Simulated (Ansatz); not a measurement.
What does this script print? It uses Ansatz's Python interface.

`pa.py`
```python
'''Adding a proton to AlAsH3N.'''

import logging
import sys

import ansatz
import numpy as np

logging.basicConfig(stream=sys.stdout, format='%(levelname)s:%(name)s:%(message)s')
logger = logging.getLogger('run')
logger.setLevel(logging.INFO)

GEOMETRY = '''
N    -0.42820   -1.01610   -0.31180
Al    0.40520    0.64450   -0.82480
As    0.64530   -0.69440    1.16160
H    -1.37070   -0.69700   -0.03680
H     1.15500    1.49310   -1.96830
H    -0.36450    0.20580    1.93390
'''

geometry = ansatz.Crystal.molecule()
for line in GEOMETRY.strip().splitlines():
    symbol, *xyz = line.split()
    geometry = geometry.atom(symbol, [float(v) for v in xyz])

setup = (
    geometry.calculation()
    .basis(gaussian='def2-SVP')
    .functional('B3LYP')
)
symbols = [site.symbol for site in geometry.cartesian_sites]
start = np.array([site.position_ang for site in geometry.cartesian_sites], dtype=float)
r = setup.relax(force_tolerance=0.01, max_steps=100).run(threads=1).report
end = np.array(r['positions_ang'])

# start the new hydrogen opposite the existing bonds
away = sum((end[0] - end[j]) / np.linalg.norm(end[0] - end[j]) for j in [1, 2, 3]) + np.array([0.15, 0.1, -0.2])
proton = end[0] + 1.0 * away / np.linalg.norm(away)
acid = ansatz.Crystal.molecule()
for symbol, place in zip(symbols, end):
    acid = acid.atom(symbol, place.tolist())
acid = acid.atom('H', proton.tolist())
protonated = (
    acid.calculation()
    .basis(gaussian='def2-SVP')
    .functional('B3LYP')
    .charge(1)
    .relax(force_tolerance=0.01, max_steps=80)
)
after = protonated.run(threads=1).report
xyz = np.array(after['positions_ang'])
reach = np.linalg.norm(xyz[:-1] - xyz[-1], axis=1)
logger.info(f'base {r["free_energy_ev"]:.5f} eV, protonated {after["free_energy_ev"]:.5f} eV')
logger.info(f'the proton ends {reach.min():.3f} A from {symbols[reach.argmin()]}{reach.argmin()}')
logger.info(f'electronic proton affinity {96.485332 * (r["free_energy_ev"] - after["free_energy_ev"]):.1f} kJ/mol')
```

```console
$ python pa.py
INFO:run:base -68967.62071 eV, protonated -68977.70688 eV
INFO:run:the proton ends 1.027 A from N0
INFO:run:electronic proton affinity 973.2 kJ/mol
```

Caveats:
- Total energies depend on the basis set; only differences at equal settings carry meaning.
- The proton is put on one chosen atom, which needn't be the most basic site, so the molecule's proton affinity can be higher; the ends are stationary points, not checked by frequencies, and zero-point and thermal terms count only where printed.
- b3lyp holds the VWN-RPA fit, as in Gaussian; the form of ORCA and Turbomole is b3lyp5.
- Wall time of the script: 91 s on 1 thread of Arm Neoverse V1, with other jobs on the host, peak memory 0.24 GiB.
